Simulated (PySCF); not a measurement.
**One shape, several levels: C2H8BN (SMILES CBNC)**

Aim: a comparison of 4 runs (HF/STO-3G, HF/def2-SVP, PBE/6-31G*, B3LYP/pcseg-1) of C2H8BN. 

Program for the calculation: PySCF 2.14.0.

## (1) The structure to begin with

C2H8BN: 12 atoms, total charge 0, spin state singlet. As SMILES, `CBNC`. Geometry: relaxed at PBE0-D4/def2-TZVP. This is one conformer, not always the lowest.

Bond lengths: C1–B2 1.569 Å, B2–N3 1.389 Å, N3–C4 1.443 Å, C1–H5 1.094 Å, C1–H6 1.095 Å, C1–H7 1.095 Å, B2–H8 1.204 Å, N3–H9 1.009 Å, C4–H10 1.090 Å, C4–H11 1.095 Å, C4–H12 1.095 Å. Some angles: C1–B2–N3 121.9°, B2–N3–C4 127.1°, C1–B2–H8 121.2°, N3–B2–H8 116.9°, B2–C1–H5 114.2°, B2–C1–H6 110.5°, B2–C1–H7 110.5°, B2–N3–H9 119.0°, C4–N3–H9 114.0°, N3–C4–H10 109.0°.

## (2) Energy and forces at HF/STO-3G (run 1)

The input, geometry.xyz:

```xyz
12

C     -1.823600     0.733600     0.313400
B     -0.301600     0.624000    -0.053600
N      0.388500    -0.579000     0.029100
C      1.779700    -0.806700    -0.279200
H     -2.276700    -0.208500     0.636500
H     -2.397900     1.106300    -0.541700
H     -1.973800     1.469400     1.110800
H      0.322200     1.585300    -0.421700
H     -0.104600    -1.405100     0.334000
H      2.230200     0.133200    -0.597800
H      2.333000    -1.172700     0.591600
H      1.901700    -1.535000    -1.087500
```

The input, input.py:

```python
from pyscf import gto

mol = gto.M(
    atom='geometry.xyz',
    verbose=3,
    basis='sto-3g',
    max_memory=1860,
    spin=0,
)

mf = mol.RHF()
mf.conv_tol = 1e-10
mf.kernel()
if not mf.converged:
    mf = mf.newton().run(mf.mo_coeff, mf.mo_occ)

e_final = mf.e_tot
print('E = %.10f Eh' % e_final)
grad = mf.nuc_grad_method().kernel()
mf.analyze()
```

The run is started by

```sh
OMP_NUM_THREADS=1 python input.py
```

Output:

```text
converged SCF energy = -157.635744816824
[... 12 lines left out ...]
MO #3   energy= -10.9859882187305  occ= 2
[... 4 lines left out ...]
MO #8   energy= -0.666389450114081 occ= 2
[... 4 lines left out ...]
MO #13  energy= -0.494708463392618 occ= 2
[... 4 lines left out ...]
MO #18  energy= 0.601782612762784  occ= 0
[... 4 lines left out ...]
MO #23  energy= 0.728609004955244  occ= 0
[... 4 lines left out ...]
MO #28  energy= 0.98225802586794   occ= 0
[... 13 lines left out ...]
Dipole moment(X, Y, Z, Debye):  0.58180, -1.32450,  0.13583
```

Wall time 1.9 s (1 thread of Intel Xeon at 2.70GHz, shared host); peak memory 0.12 GiB.

## (3) Energy and gradient at HF/def2-SVP (run 2)

The input, input.xyz:

```xyz
12
C2H8BN
C     -1.823600     0.733600     0.313400
B     -0.301600     0.624000    -0.053600
N      0.388500    -0.579000     0.029100
C      1.779700    -0.806700    -0.279200
H     -2.276700    -0.208500     0.636500
H     -2.397900     1.106300    -0.541700
H     -1.973800     1.469400     1.110800
H      0.322200     1.585300    -0.421700
H     -0.104600    -1.405100     0.334000
H      2.230200     0.133200    -0.597800
H      2.333000    -1.172700     0.591600
H      1.901700    -1.535000    -1.087500
```

The input, run.py:

```python
import pyscf.grad
from pyscf import gto

mol = gto.Mole()
mol.atom = 'input.xyz'
mol.verbose = 4
mol.max_memory = 1860
mol.basis = 'def2-svp'
mol.build()

mf = mol.RHF()
mf.conv_tol = 1e-10
mf.kernel()
if not mf.converged:
    mf = mf.newton().run(mf.mo_coeff, mf.mo_occ)

e_tot = mf.e_tot
print('Final energy', e_tot)
grad = mf.Gradients().kernel()
dip = mf.dip_moment()
pop, q = mf.mulliken_pop()
```

The run is started by

```sh
OMP_NUM_THREADS=1 python run.py
```

Output:

```text
PySCF version 2.14.0

[... 68 lines left out ...]
converged SCF energy = -159.455710784074
Final energy -159.45571078407448
[... 11 lines left out ...]
Dipole moment(X, Y, Z, Debye):  0.56686, -1.43325,  0.16319
[... 109 lines left out ...]
charge of   11H =      0.02487
```

Run time: 12 s. Hardware: 1 thread of Intel Xeon at 2.70GHz, shared host; peak memory 0.2 GiB.

Run 3 isn't shown in full; the table further down has it.

## (4) Energy and forces at B3LYP/pcseg-1 (run 4)

The input, mol.xyz:

```xyz
12
C2H8BN
C     -1.823600     0.733600     0.313400
B     -0.301600     0.624000    -0.053600
N      0.388500    -0.579000     0.029100
C      1.779700    -0.806700    -0.279200
H     -2.276700    -0.208500     0.636500
H     -2.397900     1.106300    -0.541700
H     -1.973800     1.469400     1.110800
H      0.322200     1.585300    -0.421700
H     -0.104600    -1.405100     0.334000
H      2.230200     0.133200    -0.597800
H      2.333000    -1.172700     0.591600
H      1.901700    -1.535000    -1.087500
```

The input, calc.py:

```python
from pyscf import gto, dft

molecule = gto.M(
    atom='mol.xyz',
    max_memory=1860,
    verbose=4,
    basis='pcseg-1',
)

mf = dft.RKS(molecule, xc='b3lyp')
mf.grids.level = 5
mf.conv_tol = 1e-10
mf.kernel()
if not mf.converged:
    mf = mf.newton().run(mf.mo_coeff, mf.mo_occ)

energy = mf.e_tot
print('E = %.10f Eh' % energy)
grad = mf.nuc_grad_method().kernel()
mf.analyze()
```

The run is started by

```sh
OMP_NUM_THREADS=1 python calc.py
```

Output:

```text
PySCF version 2.14.0

[... 108 lines left out ...]
MO #6   energy= -0.695964669417224 occ= 2
[... 17 lines left out ...]
MO #24  energy= 0.13109390371796   occ= 0
[... 17 lines left out ...]
MO #42  energy= 0.657709605511246  occ= 0
[... 17 lines left out ...]
MO #60  energy= 1.77132034048573   occ= 0
[... 17 lines left out ...]
MO #78  energy= 2.40965804904618   occ= 0
[... 17 lines left out ...]
MO #96  energy= 3.44710900966198   occ= 0
[... 111 lines left out ...]
Dipole moment(X, Y, Z, Debye):  0.70398, -1.58249,  0.16003
```

Run time: 43 s. Hardware: 1 thread of Intel Xeon at 2.70GHz, shared host; peak memory 0.97 GiB.

## (5) All runs side by side

```
run                             level  integration grid  energy (Eh)  dipole moment (D)  HOMO energy (eV)  LUMO energy (eV)  wall time
  1                         HF/STO-3G                 –  -157.635745               1.45             -9.14              9.27      1.9 s
  2                       HF/def2-SVP                 –  -159.455711               1.55            -10.74              4.75       12 s
  3  PBE/6-31G* (spherical functions)                 5  -160.427407               1.76             -5.95              0.39       46 s
  4                     B3LYP/pcseg-1                 5  -160.653654               1.74             -7.32              0.75       43 s
```

## (6) Summary of results

| quantity | value |
| --- | --- |
| run 4: total energy | -160.65365 Eh |
| run 4: dipole moment | 1.74 D |
| run 4: HOMO energy | -7.32 eV |
| run 4: LUMO energy | 0.75 eV |
| run 4: HOMO–LUMO gap | 8.07 eV |
| run 4: largest force on an atom | 0.309 eV/Å |

**Reading.** The dipole moment (its size) runs from 1.45 D (HF/STO-3G) to 1.76 D (PBE/6-31G*). The two ends differ in method and basis. The HOMO–LUMO gap runs from 6.34 eV (PBE/6-31G*) to 18.40 eV (HF/STO-3G). Totals of different functionals can't be ranked against each other. In run 1 the basis is minimal, so the values are rough. All runs together took 1.7 min, the longest 46 s.
